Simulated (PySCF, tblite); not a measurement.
# BH₄O₄−, a fragment of a glass network (monomer): NMR shifts, core binding energies and electronic excitations

Wanted: the NMR shifts, core binding energies and electronic excitations for `O[B-](O)(O)O`. It is drawn as: B4, H ends, O bridges.

Programs: tblite 0.8.0 and PySCF 2.14.0. All values are calculated, for the isolated system unless a continuum is named. Atoms count from 0, parts from 1.

## (1) Starting point

9 atoms, charge -1, multiplicity 1; geometry: distance geometry start.

## (2) Relaxing the cluster with GFN2-xTB

What the job is given:

```
{"job": {"kind": "relax", "xc": "GFN2-xTB", "basis": "xTB"}, "charge": -1, "multiplicity": 1}
O      0.710440     1.229977     0.102844
B     -0.034015    -0.009120    -0.030226
O      0.726651    -1.043023    -0.793690
O     -1.177817     0.341308    -0.897002
O     -0.512599    -0.541222     1.246885
H      1.655733     1.064506     0.393377
H      1.629355    -1.214784    -0.405625
H     -1.602839     1.193740    -0.605093
H     -1.391258    -1.015319     1.030104
```

Level: GFN2-xTB geometry optimisation, gas phase.

Started as:

```bash
$ OMP_NUM_THREADS=1 python cluster_run.py task.json out
```

This one command runs all jobs of the session in turn.

The log of the run:

```text
step      E/eV     max force
  0    -539.99878    2.466
  1    -540.22704    0.674
  2    -540.24781    0.466
  3    -540.27693    0.420
  4    -540.28817    0.360
  5    -540.29968    0.305
  6    -540.30855    0.241
  7    -540.31353    0.211
  8    -540.31679    0.198
  9    -540.32115    0.239
 10    -540.32589    0.274
 11    -540.33053    0.286
 12    -540.33454    0.183
 13    -540.33747    0.222
 14    -540.34008    0.187
 15    -540.34274    0.169
 16    -540.34484    0.142
 17    -540.34694    0.192
 18    -540.35022    0.289
 19    -540.35557    0.344
 20    -540.36287    0.314
 21    -540.37075    0.286
 22    -540.37755    0.249
 23    -540.38172    0.310
 24    -540.37513    0.685
 25    -540.38879    0.240
 26    -540.39203    0.159
 27    -540.38923    0.703
 28    -540.39797    0.075
 29    -540.39950    0.080
 30    -540.40078    0.255
 31    -540.40185    0.126
 32    -540.40270    0.080
 33    -540.40413    0.050
 34    -540.40455    0.064
 35    -540.40482    0.054
 36    -540.40525    0.060
 37    -540.40577    0.068
 38    -540.40660    0.110
 39    -540.40793    0.135
 40    -540.40926    0.307
 41    -540.41215    0.208
 42    -540.41551    0.213
 43    -540.42129    0.252
 44    -540.42353    0.156
 45    -540.38616    1.463
 46    -540.42697    0.152
 47    -540.42884    0.102
 48    -540.40806    1.276
 49    -540.43086    0.087
 50    -540.43233    0.076
 51    -540.41084    1.229
 52    -540.43425    0.077
 53    -540.43553    0.084
 54    -540.42795    0.873
 55    -540.43754    0.088
 56    -540.43855    0.109
 57    -540.43925    0.355
 58    -540.44033    0.157
 59    -540.44083    0.125
 60    -540.44238    0.105
 61    -540.44274    0.072
 62    -540.44322    0.075
 63    -540.44417    0.072
 64    -540.44524    0.080
 65    -540.44581    0.102
 66    -540.44660    0.081
 67    -540.44722    0.087
 68    -540.44838    0.118
 69    -540.44934    0.168
 70    -540.45067    0.118
 71    -540.45158    0.309
 72    -540.45386    0.248
 73    -540.45608    0.159
 74    -540.45858    0.407
 75    -540.44834    0.928
 76    -540.46442    0.103
 77    -540.46558    0.176
 78    -540.46702    0.213
 79    -540.46781    0.152
 80    -540.46895    0.121
 81    -540.46987    0.094
 82    -540.47207    0.153
 83    -540.47466    0.134
 84    -540.47577    0.189
 85    -540.47263    0.646
 86    -540.47833    0.142
 87    -540.47959    0.161
 88    -540.47341    0.670
 89    -540.48182    0.110
 90    -540.48268    0.114
 91    -540.48329    0.264
 92    -540.48408    0.087
 93    -540.48447    0.075
 94    -540.48579    0.073
 95    -540.48606    0.034
 96    -540.48631    0.031
 97    -540.48649    0.029
 98    -540.48664    0.032
 99    -540.48683    0.040
100    -540.48709    0.055
101    -540.48741    0.052
102    -540.48763    0.048
103    -540.48774    0.065
104    -540.48782    0.033
105    -540.48787    0.021
106    -540.48793    0.027
107    -540.48800    0.045
108    -540.48811    0.061
109    -540.48827    0.076
110    -540.48848    0.046
111    -540.48860    0.041
112    -540.48866    0.025
113    -540.48869    0.013
114    -540.48870    0.009
115    -540.48870    0.011
116    -540.48870    0.011
117    -540.48871    0.016
118    -540.48872    0.019
119    -540.48874    0.018
120    -540.48875    0.012
121    -540.48876    0.007
```

It took 1.1 s on 1 thread of Arm Neoverse V1, shared host.

Relaxation path: (the energy doesn't fall at every step)

| step | energy from step 0 (eV) | largest force (eV/Å) |
| --- | --- | --- |
| 0 | 0.0000 | 2.4664 |
| 5 | -0.3009 | 0.3056 |
| 10 | -0.3271 | 0.2736 |
| 15 | -0.3440 | 0.1687 |
| 20 | -0.3641 | 0.3140 |
| 25 | -0.3900 | 0.2399 |
| 30 | -0.4020 | 0.2547 |
| 35 | -0.4060 | 0.0541 |
| 40 | -0.4105 | 0.3073 |
| 45 | -0.3874 | 1.4629 |
| 50 | -0.4335 | 0.0760 |
| 55 | -0.4388 | 0.0881 |
| 60 | -0.4436 | 0.1054 |
| 65 | -0.4470 | 0.1020 |
| 70 | -0.4519 | 0.1176 |
| 75 | -0.4496 | 0.9280 |
| 80 | -0.4702 | 0.1207 |
| 85 | -0.4738 | 0.6465 |
| 90 | -0.4839 | 0.1138 |
| 95 | -0.4873 | 0.0348 |
| 100 | -0.4883 | 0.0555 |
| 105 | -0.4891 | 0.0211 |
| 110 | -0.4897 | 0.0455 |
| 115 | -0.4899 | 0.0102 |
| 120 | -0.4900 | 0.0120 |
| 121 | -0.4900 | 0.0073 |

Close pairs (by a distance rule), those that changed most:

| bond | before (Å) | after (Å) | change (Å) |
| --- | --- | --- | --- |
| O4–H8 | 1.022 | 0.955 | -0.067 |
| O0–H5 | 1.003 | 0.955 | -0.048 |
| O2–H6 | 0.997 | 0.955 | -0.042 |
| O3–H7 | 0.996 | 0.955 | -0.041 |
| O0–B1 | 1.452 | 1.486 | +0.034 |
| B1–O4 | 1.464 | 1.486 | +0.022 |
| B1–O3 | 1.477 | 1.485 | +0.008 |
| B1–O2 | 1.493 | 1.485 | -0.008 |

## (3) Optimising the geometry at PBE0-D3(BJ)/def2-SVP

What the job is given:

```
{"job": {"xc": "PBE0", "basis": "def2-SVP", "d3": "d3bj", "grid": 2, "kind": "geom", "shake": 0.01}, "charge": -1, "multiplicity": 1}
O      0.489929     1.318367     0.427572
B     -0.006063    -0.004749    -0.003451
O      1.037003    -0.609682    -0.858166
O     -1.252354     0.176231    -0.728981
O     -0.246207    -0.918122     1.136214
H      1.393819     1.249485     0.622741
H      0.881301    -1.546088    -0.864481
H     -1.161730     0.961505    -1.267602
H     -1.091450    -0.650093     1.527605
```

The log of the run:

```text
step   0  E = -327.74506569  max force = 0.041527
step   1  E = -327.74687789  max force = 0.004756
step   2  E = -327.74749800  max force = 0.001843
step   3  E = -327.74783586  max force = 0.001896
step   4  E = -327.74807728  max force = 0.001983
step   5  E = -327.74832463  max force = 0.001790
step   6  E = -327.74838995  max force = 0.001359
step   7  E = -327.74841543  max force = 0.000545
step   8  E = -327.74842176  max force = 0.000192
optimisation converged
```

Run time: 41 s. Hardware: 1 thread of Arm Neoverse V1, shared host; peak memory 0.48 GiB.

The steps of the relaxation:

| step | energy from step 0 (eV) | largest force component (eV/Å) |
| --- | --- | --- |
| 0 | 0.0000 | 2.1354 |
| 1 | -0.0493 | 0.2446 |
| 2 | -0.0662 | 0.0948 |
| 3 | -0.0754 | 0.0975 |
| 4 | -0.0819 | 0.1020 |
| 5 | -0.0887 | 0.0920 |
| 6 | -0.0905 | 0.0699 |
| 7 | -0.0912 | 0.0280 |
| 8 | -0.0913 | 0.0099 |

Close pairs (by a distance rule), those that changed most:

| bond | before (Å) | after (Å) | change (Å) |
| --- | --- | --- | --- |
| O0–H5 | 0.927 | 0.961 | +0.034 |
| B1–O3 | 1.453 | 1.477 | +0.024 |
| O2–H6 | 0.949 | 0.961 | +0.012 |
| O4–H8 | 0.969 | 0.961 | -0.008 |
| O3–H7 | 0.957 | 0.961 | +0.004 |
| B1–O4 | 1.480 | 1.477 | -0.003 |
| B1–O2 | 1.478 | 1.477 | -0.001 |
| O0–B1 | 1.477 | 1.477 | -0.000 |

The end geometry stands in the next job.

| at the end point | value |
| --- | --- |
| point group (found at 0.08 Å tolerance) | S4 |
| rotational constants (GHz, main isotopes) | 5.073, 5.070, 4.587 |

## (4) NMR shieldings: PBE0/aug-pcSseg-2

What the job is given:

```
{"job": {"kind": "nmr", "xc": "PBE0", "basis": "aug-pcSseg-2"}, "charge": -1, "multiplicity": 1}
O      0.018854     0.725517     1.282662
B      0.006966    -0.003327    -0.001738
O      1.385462     0.033085    -0.530409
O     -1.001666     0.654399    -0.857373
O     -0.377504    -1.426153     0.097609
H      0.884100     0.522571     1.647891
H      1.409338    -0.713870    -1.134644
H     -0.944809     1.578144    -0.599116
H     -1.337919    -1.396259     0.086523
```

Method: GIAO PBE0/aug-pcSseg-2 NMR shielding, non-relativistic, gas phase.

The log of the run:

```text
coarse grid: 7912 points
cycle   1  E = -327.8421852659  dE =  6.106e-01  |g| = 1.332e+00  |ddm| = 2.415e+00
cycle   2  E = -327.0642517233  dE =  7.779e-01  |g| = 2.348e+00  |ddm| = 2.137e+01
cycle   3  E = -328.1725130601  dE = -1.108e+00  |g| = 1.271e-01  |ddm| = 2.117e+01
cycle   4  E = -328.1761425154  dE = -3.629e-03  |g| = 5.873e-02  |ddm| = 4.111e-01
cycle   5  E = -328.1768516165  dE = -7.091e-04  |g| = 9.601e-03  |ddm| = 1.405e-01
cycle   6  E = -328.1768660513  dE = -1.443e-05  |g| = 1.954e-03  |ddm| = 2.010e-02
cycle   7  E = -328.1768667120  dE = -6.607e-07  |g| = 8.259e-04  |ddm| = 4.938e-03
final grid: 77528 points
cycle   8  E = -328.1609626121  dE = -1.213e-04  |g| = 5.465e-03  |ddm| = 2.509e-01
cycle   9  E = -328.1609598472  dE =  2.765e-06  |g| = 6.495e-03  |ddm| = 1.564e-02
cycle  10  E = -328.1609666420  dE = -6.795e-06  |g| = 8.612e-04  |ddm| = 6.193e-03
cycle  11  E = -328.1609667514  dE = -1.094e-07  |g| = 3.094e-04  |ddm| = 1.279e-03
cycle  12  E = -328.1609667688  dE = -1.736e-08  |g| = 8.122e-05  |ddm| = 4.377e-04
cycle  13  E = -328.1609667698  dE = -1.017e-09  |g| = 2.406e-05  |ddm| = 9.177e-05
cycle  14  E = -328.1609667699  dE = -1.171e-10  |g| = 1.743e-06  |ddm| = 4.146e-05
converged SCF energy = -328.1609667699

GIAO shielding tensors (ppm)
atom      isotropic    diamagn.    paramagn.     s11        s22        s33       span
  0 O      260.948     397.130    -136.183    216.004    252.302    314.537     98.533
  1 B       97.281     174.066     -76.786     93.785     93.834    104.223     10.438
  2 O      260.785     397.023    -136.238    216.048    252.165    314.141     98.093
  3 O      260.768     397.170    -136.402    215.646    252.118    314.540     98.894
  4 O      260.425     397.104    -136.679    215.296    251.875    314.103     98.807
  5 H       31.900      33.732      -1.832     24.468     29.187     42.045     17.577
  6 H       31.894      33.714      -1.819     24.452     29.227     42.003     17.551
  7 H       31.874      33.717      -1.843     24.426     29.208     41.987     17.561
  8 H       31.887      33.716      -1.829     24.450     29.225     41.985     17.535
```

Wall time 79 s (1 thread of Arm Neoverse V1, shared host); peak memory 1.1 GiB.

No reference compound was run at this level, so shieldings alone are listed. Atoms listed in one row are averaged.

| atoms | environment | σ (ppm) |
| --- | --- | --- |
| H5, H6, H7, H8 | hydrogen on an oxygen bonded to B | 31.89 |
| O0, O2, O3, O4 | oxygen bonded to B, H | 260.7 |
| B1 | boron bonded to 4 O | 97.3 |

The run also stored atomic charges by several schemes (e):

| atoms | IAO | Hirshfeld | ESP fit |
| --- | --- | --- | --- |
| O0, O2, O3, O4 | -0.73 | -0.38 | -0.99 |
| B1 | 0.59 | 0.14 | 1.32 |

Mulliken charges and Mayer bond orders break down with diffuse functions, so they are left out here.

With diffuse functions Mulliken charges and Mayer bond orders lose their meaning; the other schemes are steadier.

## (5) X-ray photoelectron lines: SCAN, X2C

Settings changed since step 4:

```diff
@@ -1,2 +1,2 @@
-{"job": {"kind": "nmr", "xc": "PBE0", "basis": "aug-pcSseg-2"}, "charge": -1, "multiplicity": 1}
+{"job": {"kind": "xps", "holes": 5, "basis": "aug-pcX-2", "basis_other": "aug-pcseg-1"}, "charge": -1, "multiplicity": 1}
 O      0.018854     0.725517     1.282662
```

Method: delta-SCF UKS SCAN, aug-pcX-2 on the ionised atom, aug-pcseg-1 elsewhere, spin-free X2C.

The log of the run:

```text
ground state, core basis on atom 0 (O), 189 functions
  cycle   1  E = -328.10086001  |g| = 1.36e+00
  cycle   2  E = -323.35042174  |g| = 4.01e+00
  cycle   3  E = -328.41295951  |g| = 4.01e-01
  cycle   4  E = -328.44790069  |g| = 2.52e-01
  cycle   5  E = -328.45863589  |g| = 1.02e-01
  cycle   6  E = -328.46027969  |g| = 3.03e-02
  cycle   7  E = -328.46043941  |g| = 4.55e-03
  cycle   8  E = -328.46044207  |g| = 5.74e-04
  cycle   9  E = -328.46044530  |g| = 3.83e-04
  E(ground) = -328.47206215 Eh
hole in O 1s of atom 0
  cycle   1  E = -308.09163571  |g| = 2.22e+00
  cycle   2  E = -307.61623653  |g| = 2.21e+00
  cycle   3  E = -308.81375950  |g| = 5.17e-01
  cycle   4  E = -308.84755759  |g| = 3.80e-01
  cycle   5  E = -308.89973444  |g| = 4.43e-02
  cycle   6  E = -308.90025417  |g| = 2.12e-02
  cycle   7  E = -308.90040375  |g| = 6.96e-03
  cycle   8  E = -308.90042465  |g| = 1.29e-03
  cycle   9  E = -308.90042527  |g| = 4.68e-04
  E(ion) = -308.91264751 Eh   <S^2> = 0.7616   hole on atom = 1.000   binding energy = 532.239 eV
ground state, core basis on atom 1 (B), 189 functions
  cycle   1  E = -328.42852147  |g| = 8.29e-02
  cycle   2  E = -328.42686526  |g| = 1.19e-01
  cycle   3  E = -328.42937348  |g| = 1.85e-02
  cycle   4  E = -328.42941904  |g| = 9.91e-03
  cycle   5  E = -328.42943833  |g| = 1.85e-03
  cycle   6  E = -328.42943793  |g| = 2.52e-04
  E(ground) = -328.44660392 Eh
hole in B 1s of atom 1
  cycle   1  E = -320.99910058  |g| = 1.18e+00
  cycle   2  E = -320.41314013  |g| = 1.62e+00
  cycle   3  E = -321.33368490  |g| = 3.69e-01
  cycle   4  E = -321.37223840  |g| = 1.97e-01
  cycle   5  E = -321.38564504  |g| = 2.73e-02
  cycle   6  E = -321.38583746  |g| = 6.06e-03
  cycle   7  E = -321.38584466  |g| = 2.99e-03
  cycle   8  E = -321.38584724  |g| = 1.70e-03
  cycle   9  E = -321.38584695  |g| = 2.35e-04
  E(ion) = -321.40172757 Eh   <S^2> = 0.7637   hole on atom = 1.000   binding energy = 191.701 eV
```

Run time: 19 s. Hardware: 1 thread of Arm Neoverse V1, shared host; peak memory 0.58 GiB.

Binding energies by hole, beside the orbital energy of the ground state; the difference holds orbital relaxation and, for a density functional, its self-interaction error:

| hole | stands for | environment | ΔSCF (eV) | −ε (eV) | ⟨S²⟩ |
| --- | --- | --- | --- | --- | --- |
| O1s on O0 | O0, O2, O3, O4 | oxygen bonded to B, H | 532.24 | 510.2 | 0.762 |
| B1s on B1 | B1 | boron bonded to 4 O | 191.70 | 175.2 | 0.764 |

Each hole run stands for the others of its class of like atoms.

## (6) TDDFT and polarisability: CAM-B3LYP/def2-SVPD

Settings changed since step 5:

```diff
@@ -1,2 +1,2 @@
-{"job": {"kind": "xps", "holes": 5, "basis": "aug-pcX-2", "basis_other": "aug-pcseg-1"}, "charge": -1, "multiplicity": 1}
+{"job": {"kind": "uv", "xc": "CAM-B3LYP", "basis": "def2-SVPD", "nstates": 6, "ntriplets": 2, "ip": true}, "charge": -1, "multiplicity": 1}
 O      0.018854     0.725517     1.282662
```

Method: TDDFT CAM-B3LYP/def2-SVPD, vertical, gas phase, core orbitals frozen in the response.

The log of the run:

```text
coarse grid: 7912 points
cycle   1  E = -327.6695567919  dE =  5.605e-01  |g| = 1.250e+00  |ddm| = 3.438e+00
cycle   2  E = -327.4851085673  dE =  1.844e-01  |g| = 1.643e+00  |ddm| = 2.879e+00
cycle   3  E = -327.9834141237  dE = -4.983e-01  |g| = 4.671e-02  |ddm| = 1.712e+00
cycle   4  E = -327.9839010691  dE = -4.869e-04  |g| = 1.575e-02  |ddm| = 7.571e-02
cycle   5  E = -327.9839569268  dE = -5.586e-05  |g| = 4.464e-03  |ddm| = 3.517e-02
cycle   6  E = -327.9839612217  dE = -4.295e-06  |g| = 5.849e-04  |ddm| = 6.662e-03
final grid: 77528 points
cycle   7  E = -328.0534473177  dE = -3.855e-05  |g| = 3.045e-03  |ddm| = 3.954e-02
cycle   8  E = -328.0534475364  dE = -2.186e-07  |g| = 3.175e-03  |ddm| = 6.926e-03
cycle   9  E = -328.0534492671  dE = -1.731e-06  |g| = 3.186e-04  |ddm| = 2.844e-03
cycle  10  E = -328.0534492927  dE = -2.554e-08  |g| = 1.297e-04  |ddm| = 6.427e-04
cycle  11  E = -328.0534492971  dE = -4.381e-09  |g| = 2.830e-05  |ddm| = 2.025e-04
cycle  12  E = -328.0534492973  dE = -2.258e-10  |g| = 1.771e-05  |ddm| = 6.718e-05
converged SCF energy = -328.0534492973

Static polarisability (au): isotropic 43.762, principal 43.055 44.112 44.118

Singlet excitations
state   eV       nm        f      main configurations
  1   5.6709    218.6   0.01395   H->L 0.90
  2   5.6763    218.4   0.01426   H-1->L 0.90
  3   6.2698    197.7   0.12788   H-2->L 0.80
  4   6.4762    191.4   0.00001   H-3->L 0.41, H->L+2 0.15, H-1->L+1 0.15
  5   6.9265    179.0   0.00021   H->L+2 0.38, H-1->L+1 0.37, H-2->L 0.12
  6   7.1830    172.6   0.00084   H->L+1 0.32, H-1->L+2 0.29, H-3->L 0.10

Triplet excitations (Tamm-Dancoff, eV): 5.5368 5.5418
Vertical ionisation energy (delta-SCF) = 4.8808 eV
```

It took 51 s on 1 thread of Arm Neoverse V1, shared host; peak memory 0.69 GiB.

Frontier orbitals and where they lie:

| orbital | eV | atoms |
| --- | --- | --- |
| HOMO−3 | -5.16 | O0 21 %, O2 21 %, O4 21 % |
| HOMO−2 | -4.51 | O2 21 %, O0 21 %, O3 21 % |
| HOMO−1 | -3.93 | O4 34 %, O0 34 %, O2 12 % |
| HOMO | -3.92 | O3 34 %, O2 34 %, O4 12 % |
| LUMO | 4.62 | B1 57 %, O0 7 %, O3 7 % |
| LUMO+1 | 6.00 | O0 30 %, O4 28 %, O2 11 % |
| LUMO+2 | 6.01 | O3 29 %, O2 29 %, O0 11 % |

With each of the 6 states as a Gaussian band of 0.4 eV half-width at 1/e, the curve within the window shown has maxima at 199 nm (ε 5,300) L/(mol cm). Beyond the last state computed it falls off for lack of states. The curve at chosen wavelengths:

nm, ε (L/mol/cm) and a bar:
```
      166         21 
      169         35 
      172         57 
      175        111 #
      178        261 #
      182        783 ####
      185       1532 #########
      188       2570 ###############
      191       3718 #####################
      194       4692 ###########################
      197       5238 ##############################
      200       5251 ##############################
      203       4810 ###########################
      207       3860 ######################
      210       3134 ##################
      213       2522 ##############
      216       2049 ############
      219       1686 ##########
      222       1391 ########
      225       1133 ######
      228        899 #####
      232        623 ###
      235        452 ##
      238        314 ##
      241        210 #
      244        135 #
```

Ground-state properties from the same run:

| property | computed |
| --- | --- |
| polarisability (Å³) | 6.48 |
| HOMO–LUMO gap (eV) | 8.54 |
| −ε(HOMO) (eV) | 3.92 |

## (7) What came out

| quantity | value |
| --- | --- |
| point group | S4 |
| rotational constants (main isotopes) | 5.07, 5.07, 4.59 GHz |
| shieldings of H, O, B (PBE0/aug-pcSseg-2, a mean where the table joins atoms) | H5 31.9, O0 260.7, B1 97.3 ppm |
| O1s binding energies, SCAN/aug-pcX-2 | O0 532.24 eV |
| B1s binding energies, SCAN/aug-pcX-2 | B1 191.70 eV |
| lowest singlet (CAM-B3LYP/def2-SVPD) | 5.67 eV (219 nm), f = 0.014 |
| brightest single state of those computed | state 3, 6.27 eV, f = 0.128 |
| lowest triplet | 5.54 eV |
| vertical ionisation energy (ΔSCF) | 4.88 eV |

**Reading.** The start of the PBE0/def2-SVP relaxation was shaken at random by about 0.01 Å, so part of the energy gained, and of the first lengths quoted, undoes that. Over 8 steps the energy fell by 0.091 eV; of the close pairs, O0–H5 changed most, 0.927 to 0.961 Å (PBE0/def2-SVP). No frequency check was run at this level, so the end point may be a saddle. At PBE0/aug-pcSseg-2: The largest span, 99 ppm, is at O0, O2, O3, O4, where the paramagnetic term is -136 ppm. The lowest singlet, at 5.67 eV, is HOMO→LUMO 0.90 and is weak; of the 6 states computed, the strongest absorption comes from state 3 at 6.27 eV. The lowest triplet lies 0.13 eV below the lowest singlet (triplets in Tamm-Dancoff, singlets in full TDDFT). In the gas-phase run even the lowest singlet lies above the computed detachment energy of this anion, so its states are not to be taken as bound. At CAM-B3LYP/def2-SVPD, all states lie near or above the ionisation energy, where they hang on the basis. The orbital energy would give 3.92 eV for ionisation, ΔSCF gives 4.88 eV.
